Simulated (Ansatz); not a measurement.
# Sc3Ta: from a guess to a relaxed structure, part 2 of 2

The task: take a trial cell of Sc3Ta to zero force and stress.

Ansatz 0.2.0; DFT PBE, scalar-relativistic, plane waves, PAW.

## 5. Relaxation on the finer mesh

The end of the coarse run is made exact in the group found at a tolerance of 0.06 Å and reduced to its primitive cell.

The input, input.yaml:

```yaml
crystal:
  lattice:
    - [4.4366708433, 0.0, 0.0]
    - [0.0, 4.4366708433, 0.0]
    - [0.0, 0.0, 4.4366708433]
  atoms:
    - { symbol: Sc, position: [0.5, 0.5, 0.0] }
    - { symbol: Sc, position: [0.5, 0.0, 0.5] }
    - { symbol: Sc, position: [0.0, 0.5, 0.5] }
    - { symbol: Ta, position: [0.0, 0.0, 0.0] }
basis:
  ecutwfc: 420
kpoints:
  mp_grid: { grid: [10, 10, 10] }
hamiltonian:
  xc: pbe
scf:
  occupations: { method: gaussian, width: 0.1 }
output:
  forces: true
  stress: true
  eigenvalues: true
  write_density: true
  write_potential: true
  elf: true
  volumetric_format: npy
relax:
  adjacent_minimum: "off"
  f_tol: 0.01
  max_steps: 80
  cell: { stress_tol: 0.05 }
```

Run with:

```console
$ ansatz run input.yaml --threads 1 --pin off --max-ram 2560MiB --backend cpu --events-out ev --progress --plain --runs-dir out
```

Standard output:

```text
Warning: RAYON_NUM_THREADS=1 ignored (pool sized by the plan → 1); use --threads N
Engine: ansatz 0.2.0, x86_64-unknown-linux-gnu
Pseudopotentials: kind: paw
Pseudopotential: Sc, paw, valence charge 11, recommended cutoff 420 eV (normal), Sc.paw.azcp
Pseudopotential: Ta, paw, valence charge 13, recommended cutoff 420 eV (normal), Ta.paw.azcp
Functional definition: PBE
  parameter kappa = 0.804
  parameter beta = 0.06672455060314922
  exchange = pbe_x(kappa = kappa, mu = beta*pi^2/3)
  correlation = pbe_c(beta = beta)
Crystal: 4 atoms, lattice volume = 87.332 Å³
Basis set: ecut = 420 eV, 1743 PW (Γ), exchange–correlation on 60×60×60 points (8 copies of the dense FFT grid, shifted against one another)
Bands: 28, of which v1, the nominal top of the filled ones, is band 23 counted from 1 (22 counted from 0)
Symmetry: 48 space group operations
Space group: Pm-3m (ITA 221), of the structure as read, at distance tolerance 4.4e-5 Å
k-points: 56 of 1000
Non-local potential: Sc, projectors of the file, l = 0: 3, l = 1: 2, l = 2: 3, l = 3: 1
Non-local potential: Ta, projectors of the file, l = 0: 3, l = 1: 2, l = 2: 2, l = 3: 1
PAW form: soft (Blöchl's): semilocal exchange-correlation on the pseudo side does not see the compensation charge
PAW one-centre angular grid: Sc, 590 points (default); XC on 64 Gauss nodes
PAW one-centre angular grid: Ta, 590 points (default); XC on 64 Gauss nodes
Initial density: superposition of atomic densities (neutral atoms: chi_scale 0, normalization atom), corrected by the library's trained network
Initial wavefunctions: pseudopotential atomic-orbital guess
Functional: x = pbe(κ = 0.804, μ = 0.2195149727645171), c = pbe(β = 0.06672455060314922)
SCF iter   1: F=—  HF=-16339.016962 eV  |F-HF|=—  |Δ(HF+E_count)|=         —  Δρ=1.15e-2  dr2=4.01e-1  ethr=1.77e-3  ⟨swp⟩=4.1  Hψ=5967  notcnv=0
preconditioner: auto → Kerker (q_TF=auto, 2.452 Å⁻¹)  [metal: Δε(μ)=0.054 eV  Ē_g=2.502 eV  σ=0.100 eV  W_gap=0.29  n_scr=18 (ndim 8)  ℏωp=14.9 eV  f_vac=0.000  D(μ)=4.66/eV (n_scr^D=32)]
SCF iter   2: F=—  HF=-16338.983572 eV  |F-HF|=—  |Δ(HF+E_count)|=   3.34e-2  Δρ=5.09e-3  dr2=4.78e-2  ethr=8.71e-4  ⟨swp⟩=2.8  Hψ=2611  notcnv=0  defer=15
SCF iter   3: F=—  HF=-16338.978354 eV  |F-HF|=—  |Δ(HF+E_count)|=   5.22e-3  Δρ=1.48e-3  dr2=4.12e-3  ethr=1.04e-4  ⟨swp⟩=2.0  Hψ=1891  notcnv=0  defer=15
SCF iter   4: F=—  HF=-16338.977568 eV  |F-HF|=—  |Δ(HF+E_count)|=   7.86e-4  Δρ=3.01e-4  dr2=6.87e-5  ethr=8.95e-6  ⟨swp⟩=2.0  Hψ=1903  notcnv=0  defer=15
SCF iter   5: F=—  HF=-16338.977534 eV  |F-HF|=—  |Δ(HF+E_count)|=   3.42e-5  Δρ=9.92e-5  dr2=7.80e-6  ethr=1.49e-7  ⟨swp⟩=2.9  Hψ=2843  notcnv=0  defer=14
SCF iter   6: F=—  HF=-16338.977533 eV  |F-HF|=—  |Δ(HF+E_count)|=   7.12e-7  Δρ=2.17e-5  dr2=4.33e-7  ethr=1.70e-8  ⟨swp⟩=1.0  Hψ=1553  notcnv=0  defer=14
SCF iter   7: F=-16338.977533 eV  HF=-16338.977533 eV  |F-HF|=3.78e-9  |Δ(HF+E_count)|=   4.77e-8  Δρ=3.98e-6  dr2=1.50e-8  ethr=2.17e-10  ⟨swp⟩=9.7  Hψ=9705  notcnv=0
SCF 1 converged in 7 iterations: F = -16338.977533 eV  dr2 = 1.50e-8
relax step   1: F+E_penalty+E_count = -16338.97753303 eV  Δ(F+E_penalty+E_count) = +0.000e0 eV  max|allowed force component| = 2.457e-29 eV/Å  Δτ_max = 0.0000 Å  P = +0.411 GPa  Ω = 87.332 Å³  (7 SCF iters, dr2 threshold 1.00e-7 eV, accepted)
Crystal: 4 atoms, lattice volume = 88.192 Å³
Initial density: handed on by an earlier stage of this run
Initial wavefunctions: those handed on with the density
iter 1 solved again at ethr=1.53e-7 eV; its pass at ethr=3.10e-3 eV (dr2=7.05e-5 eV) is discarded
SCF iter   1: F=—  HF=-16338.977499 eV  |F-HF|=—  |Δ(HF+E_count)|=         —  Δρ=1.88e-4  dr2=5.53e-5  ethr=1.53e-7  ⟨swp⟩=3.0  Hψ=9132  notcnv=0
preconditioner: auto → Kerker (q_TF=auto, 2.448 Å⁻¹)  [metal: Δε(μ)=0.021 eV  Ē_g=2.447 eV  σ=0.100 eV  W_gap=0.11  n_scr=26 (ndim 8)  ℏωp=14.8 eV  f_vac=0.000  D(μ)=5.42/eV (n_scr^D=56)]
SCF iter   2: F=—  HF=-16338.977522 eV  |F-HF|=—  |Δ(HF+E_count)|=   2.31e-5  Δρ=9.64e-5  dr2=1.02e-5  ethr=1.20e-7  ⟨swp⟩=2.0  Hψ=1878  notcnv=0
SCF iter   3: F=—  HF=-16338.977523 eV  |F-HF|=—  |Δ(HF+E_count)|=   1.41e-6  Δρ=5.74e-5  dr2=2.36e-6  ethr=2.21e-8  ⟨swp⟩=2.0  Hψ=1901  notcnv=0
SCF iter   4: F=-16338.977524 eV  HF=-16338.977524 eV  |F-HF|=1.24e-7  |Δ(HF+E_count)|=   8.18e-7  Δρ=2.10e-5  dr2=2.75e-7  ethr=8.70e-10  ⟨swp⟩=6.8  Hψ=9266  notcnv=0
SCF 2 converged in 4 iterations: F = -16338.977524 eV  dr2 = 2.75e-7
relax step   2: F+E_penalty+E_count = -16338.97752414 eV  Δ(F+E_penalty+E_count) = +8.893e-6 eV  max|allowed force component| = 9.861e-30 eV/Å  Δτ_max = 0.0000 Å  P = -0.347 GPa  Ω = 88.192 Å³  energy of the carried Pulay correction = -1.668e-4 eV  (4 SCF iters, dr2 threshold 4.00e-7 eV, accepted)
Crystal: 4 atoms, lattice volume = 87.796 Å³
iter 1 solved again at ethr=2.80e-8 eV; its pass at ethr=3.10e-3 eV (dr2=1.29e-5 eV) is discarded
SCF iter   1: F=—  HF=-16338.978030 eV  |F-HF|=—  |Δ(HF+E_count)|=         —  Δρ=7.34e-5  dr2=1.05e-5  ethr=2.80e-8  ⟨swp⟩=3.0  Hψ=9130  notcnv=0
preconditioner: auto → Kerker (q_TF=auto, 2.450 Å⁻¹)  [metal: Δε(μ)=0.024 eV  Ē_g=2.454 eV  σ=0.100 eV  W_gap=0.13  n_scr=26 (ndim 8)  ℏωp=14.8 eV  f_vac=0.000  D(μ)=5.42/eV (n_scr^D=56)]
SCF iter   2: F=—  HF=-16338.978033 eV  |F-HF|=—  |Δ(HF+E_count)|=   2.91e-6  Δρ=3.30e-5  dr2=1.52e-6  ethr=2.27e-8  ⟨swp⟩=2.0  Hψ=1884  notcnv=0
SCF iter   3: F=-16338.978033 eV  HF=-16338.978033 eV  |F-HF|=8.57e-8  |Δ(HF+E_count)|=   9.46e-8  Δρ=1.79e-5  dr2=1.94e-7  ethr=6.55e-10  ⟨swp⟩=9.0  Hψ=9822  notcnv=0
SCF 3 converged in 3 iterations: F = -16338.978033 eV  dr2 = 1.94e-7
relax step   3: F+E_penalty+E_count = -16338.97803329 eV  Δ(F+E_penalty+E_count) = -5.092e-4 eV  max|allowed force component| = 9.499e-30 eV/Å  Δτ_max = 0.0000 Å  P = -0.002 GPa  Ω = 87.796 Å³  energy of the carried Pulay correction = -9.028e-5 eV  (3 SCF iters, dr2 threshold 3.01e-7 eV, accepted)
Initial wavefunctions: pseudopotential atomic-orbital guess (no wavefunctions were taken with the density)
iter 1 solved again at ethr=8.29e-8 eV; its pass at ethr=3.10e-3 eV (dr2=3.81e-5 eV) is discarded
SCF iter   1: F=—  HF=-16338.978118 eV  |F-HF|=—  |Δ(HF+E_count)|=         —  Δρ=2.08e-5  dr2=1.98e-7  ethr=8.29e-8  ⟨swp⟩=3.2  Hψ=9922  notcnv=0
preconditioner: auto → Kerker (q_TF=auto, 2.450 Å⁻¹)  [metal: Δε(μ)=0.024 eV  Ē_g=2.455 eV  σ=0.100 eV  W_gap=0.13  n_scr=26 (ndim 8)  ℏωp=14.8 eV  f_vac=0.000  D(μ)=5.42/eV (n_scr^D=56)]
SCF iter   2: F=—  HF=-16338.978122 eV  |F-HF|=—  |Δ(HF+E_count)|=   3.41e-6  Δρ=1.22e-5  dr2=6.75e-8  ethr=4.31e-10  ⟨swp⟩=2.3  Hψ=2690  notcnv=0
SCF iter   3: F=—  HF=-16338.978122 eV  |F-HF|=—  |Δ(HF+E_count)|=   4.58e-8  Δρ=4.14e-6  dr2=2.80e-8  ethr=1.47e-10  ⟨swp⟩=2.0  Hψ=1937  notcnv=0
SCF iter   4: F=—  HF=-16338.978122 eV  |F-HF|=—  |Δ(HF+E_count)|=   1.28e-9  Δρ=1.61e-6  dr2=4.12e-9  ethr=6.09e-11  ⟨swp⟩=2.0  Hψ=1876  notcnv=0
SCF iter   5: F=—  HF=-16338.978122 eV  |F-HF|=—  |Δ(HF+E_count)|=  1.53e-10  Δρ=4.15e-7  dr2=9.40e-11  ethr=8.95e-12  ⟨swp⟩=2.0  Hψ=1835  notcnv=0
SCF iter   6: F=-16338.978122 eV  HF=-16338.978122 eV  |F-HF|=7.28e-12  |Δ(HF+E_count)|=  7.28e-12  Δρ=1.72e-7  dr2=1.36e-11  ethr=1.00e-12  ⟨swp⟩=5.0  Hψ=6101  notcnv=0
SCF 4 converged in 6 iterations: F = -16338.978122 eV  dr2 = 1.36e-11
relax step   4: F+E_penalty+E_count = -16338.97812156 eV  Δ(F+E_penalty+E_count) = -8.827e-5 eV  max|allowed force component| = 5.785e-30 eV/Å  Δτ_max = 0.0000 Å  P = -0.002 GPa  Ω = 87.796 Å³  stress off target by 2.01e-3 GPa  SCF on the basis re-selected at this cell (its energy is not comparable with the rows above)  (6 SCF iters)
basis re-selected at this cell: Δ(F+E_penalty+E_count) = -8.827e-5 eV, ΔP = +0.000 GPa vs the last step (what re-selecting the basis moved, of the pressure what is left beyond the Pulay correction that the steps carried, after the strain that the cell walked since its last selection, with what the two solves' SCF thresholds leave and, on support functions, any second-order correction that the steps lacked; it is no measure of the basis error at this ecutwfc). This SCF's stress stands 2.01e-3 GPa from its target on what of the cell is left free (relax.cell.stress_tol is 5.00e-2 GPa) and its largest allowed force component is 5.78e-30 eV/Å (relax.f_tol is 1.00e-2 eV/Å): within both
SCF converged after 6 iterations
Free energy (F): -16338.978122 eV
Harris-Foulkes:  -16338.978122 eV  (|F-HF|=7.28e-12)
Internal energy: -16338.951030 eV  (E = F + TS)
E sigma→0 (E₀):  -16338.964576 eV
Entropy (-TS):   -0.027092 eV (-6.773 meV/atom)
Fermi energy:    11.739273 eV
--- Per-component energies (eV) ---
  E_band       = -615.602981
  E_kinetic    = 1147.554343
  E_local      = -3058.124119  (includes V_loc(G=0)·N_el)
  E_nonlocal   = 263.661004
  E_hartree    = 1040.802718
  E_xc         = -530.505264
  E_vxc        = -590.298960  (∫ρ·V_xc dr)
  E_paw        = -11262.412123  (= ΣΔE_a)
  E_vpaw       = -460.000919  (= ΣTr[D̂ρ^β])
  E_aug_tail   = 0.000154  (compensation charges beyond the density's cutoff)
  E_ewald      = -3939.927742
  E_smearing   = -0.027092  (= −TS)
  E_closure    = -0.000000  (closes the sum)
  Σ components = -16338.978122   (vs F -16338.978122, Δ=0.00e0)
--- Forces (eV/Å), atoms counted from 1 ---
  atom   1  Sc     0.00000000    -0.00000000    -0.00000000
  atom   2  Sc     0.00000000     0.00000000    -0.00000000
  atom   3  Sc     0.00000000    -0.00000000     0.00000000
  atom   4  Ta     0.00000000     0.00000000     0.00000000
  max |Σ_I F_I| component: 1.47e-29 eV/Å
--- Stress (GPa, compression-positive) ---
       -0.002008       0.000000      -0.000000
        0.000000      -0.002008      -0.000000
       -0.000000      -0.000000      -0.002008
  P = ⅓ Tr σ = -0.0020 GPa (-0.020 kbar)
--- Band table (eV; the first three rows and the last of 56) ---
  k-point 0: bands = ["-55.8356", "-37.4215", "-37.3259", "-37.3259", "-22.3181", "-22.3181", "-22.3181", "-16.2325", "-16.2325", "-16.2325", "-15.9396", "-15.9396", "-15.9396", "-15.8468", "-15.8468", "-15.8468", "5.8306", "9.4527", "9.4527", "9.6916", "10.4576", "10.4576", "10.4576", "13.2611", "13.2611", "13.2611", "14.1169", "14.1169"]
  k-point 1: bands = ["-55.8356", "-37.4194", "-37.3280", "-37.3259", "-22.3182", "-22.3179", "-22.3179", "-16.2278", "-16.2278", "-16.2248", "-15.9414", "-15.9414", "-15.9405", "-15.8575", "-15.8505", "-15.8505", "5.9284", "9.4811", "9.5194", "9.7401", "10.5048", "10.5062", "10.5062", "13.1710", "13.2999", "13.2999", "13.8927", "13.8927"]
  k-point 2: bands = ["-55.8355", "-37.4135", "-37.3339", "-37.3258", "-22.3184", "-22.3173", "-22.3173", "-16.2146", "-16.2146", "-16.2023", "-15.9471", "-15.9471", "-15.9427", "-15.8881", "-15.8600", "-15.8600", "6.2144", "9.4518", "9.7061", "9.9475", "10.6432", "10.6500", "10.6500", "12.9238", "13.2891", "13.2891", "13.4395", "13.5374"]
  k-point 55: bands = ["-55.8354", "-37.3571", "-37.3571", "-37.3571", "-22.3254", "-22.3254", "-22.3254", "-16.4209", "-16.1372", "-16.1372", "-16.1372", "-15.9173", "-15.9173", "-15.8115", "-15.8115", "-15.8115", "8.9457", "9.4140", "9.4140", "9.4140", "12.1381", "12.2651", "12.2651", "12.2651", "12.6697", "12.6697", "13.0484", "13.0484"]
--- Relaxed structure (3 steps of the walk, 3 accepted, 1 SCFs on fresh bases) ---
  F+E_penalty+E_count = -16338.97812156 eV   max|allowed force component| = 5.785e-30 eV/Å   (the final SCF, on the basis selected at the relaxed cell)
  cell:  # Å, volume = 87.7961 Å³
    - [4.444521790156549, -6.419766481290785e-35, -1.6049416203226964e-34]
    - [6.419766481290785e-35, 4.444521790156549, 6.419766481290785e-35]
    - [-6.419766481290785e-35, 6.419766481290785e-35, 4.444521790156549]
  atoms:
    - { symbol: Sc, position: [0.5, 0.5, 1.4130647564078244e-37] }
    - { symbol: Sc, position: [0.5, -1.3424115185948147e-36, 0.5] }
    - { symbol: Sc, position: [5.652259025271437e-37, 0.5, 0.5] }
    - { symbol: Ta, position: [-6.782710831105871e-37, 1.8369841833633598e-37, 2.8261295127662894e-38] }
```

It took 46 s on 1 thread of Intel Xeon at 2.70GHz, shared host; peak memory 0.46 GiB.

The steps of the relaxation:

```
step  E - E(step 1) (eV/cell)  largest force component (eV/Å)  pressure (GPa)  volume (Å³)
   1                   0.0000                          0.0000            0.41        87.33
   2                   0.0000                          0.0000           -0.35        88.19
   3                  -0.0005                          0.0000            0.00        87.80
   4                  -0.0006                          0.0000            0.00        87.80
```

Step 1 is the start. Step 4 repeats the geometry before it on a plane-wave basis chosen anew for that cell, so its energy need not be comparable with the rows above.

|  | before | after | change |
| --- | --- | --- | --- |
| a (Å) | 4.437 | 4.445 | +0.2 % |
| b (Å) | 4.437 | 4.445 | +0.2 % |
| c (Å) | 4.437 | 4.445 | +0.2 % |
| volume (Å³/atom) | 21.83 | 21.95 | +0.5 % |
| shortest distance (Å) | 3.137 | 3.143 | +0.2 % |
| space group (0.01 Å) | Pm-3m | Pm-3m | same |

The run keeps the 48 symmetry operations of the start, so it could not have lowered the symmetry.

Density in a lattice plane of the grid's cell (edges 4.44 and 4.44 Å, at 0.000 of the third edge), which holds Sc and Ta.

Ten even steps from ' ' (0.13 e/Å³) to '@' (7.40 e/Å³):
```
++++++==::                              ::==++++
++++==--..                              ..--==++
----::..                                  ..::--
....                                          ..
                                                
                                                
                    ..::::::..                  
                  ::==******==::                
                ..==##%%@@%%##==..              
                ::==##@@@@@@##==::              
                ..==##%%@@%%##==..              
                  ::==******==::                
                    ..::::::..                  
                                                
                                                
....                                          ..
----::..                                  ..::--
++++==--..                              ..--==++
++++++==::                              ::==++++
==++++==::..                          ..::==++++
```
Columns run along the first of these edges and rows up along the second, over one cell in 24 and 20 even steps from the bottom left corner. Atoms in the plane (fractional): Sc at (0.50, 0.50), Ta at (1.00, 0.00).

ELF in the same plane.

Values, 12 rows by 12 columns:
```
0.48 0.70 0.53 0.17 0.35 0.57 0.63 0.57 0.35 0.17 0.53 0.70
0.60 0.53 0.27 0.25 0.36 0.34 0.30 0.34 0.36 0.25 0.27 0.53
0.16 0.17 0.25 0.30 0.18 0.10 0.10 0.10 0.18 0.30 0.25 0.17
0.31 0.35 0.36 0.18 0.17 0.49 0.60 0.49 0.17 0.18 0.36 0.35
0.61 0.57 0.34 0.10 0.49 0.70 0.52 0.70 0.49 0.10 0.34 0.57
0.69 0.63 0.30 0.10 0.60 0.52 0.07 0.52 0.60 0.10 0.30 0.63
0.61 0.57 0.34 0.10 0.49 0.70 0.52 0.70 0.49 0.10 0.34 0.57
0.31 0.35 0.36 0.18 0.17 0.49 0.60 0.49 0.17 0.18 0.36 0.35
0.16 0.17 0.25 0.30 0.18 0.10 0.10 0.10 0.18 0.30 0.25 0.17
0.60 0.53 0.27 0.25 0.36 0.34 0.30 0.34 0.36 0.25 0.27 0.53
0.48 0.70 0.53 0.17 0.35 0.57 0.63 0.57 0.35 0.17 0.53 0.70
0.00 0.48 0.60 0.16 0.31 0.61 0.69 0.61 0.31 0.16 0.60 0.48
```
Columns run along the first of these edges and rows up along the second, over one cell in 12 and 12 even steps from the bottom left corner. Atoms in the plane (fractional): Sc at (0.50, 0.50), Ta at (1.00, 0.00).

Both are smooth fields of the valence electrons: close to the nuclei they are not physical.

Outside the cores ELF peaks at 0.80 between the atoms, 2.1 Å from Sc.

## 6. Summary of results

This closing draws on all 2 parts. Changes of volume or cell count from the first structure of part 1.

```
                              quantity                                                                      value
symmetry at the end (tolerance 0.05 Å)                                                space group Pm-3m (No. 221)
                     conventional cell  a = 4.445 Å, b = 4.445 Å, c = 4.445 Å, α = 90.00°, β = 90.00°, γ = 90.00°
                                volume                                                              21.95 Å³/atom
              energy over the elements                                                              +0.18 eV/atom
                       gap on the mesh                                                               none (metal)
```

The space group Pm-3m (No. 221) is kept, and the volume per atom grows by 27.5 % from the first guess. The formation energy is positive, so the separate elements lie lower. No finished test with a distortion of lower symmetry is shown, so the end may be a saddle point. Spin-orbit coupling is left out for Ta. Other magnetic orders were not searched.
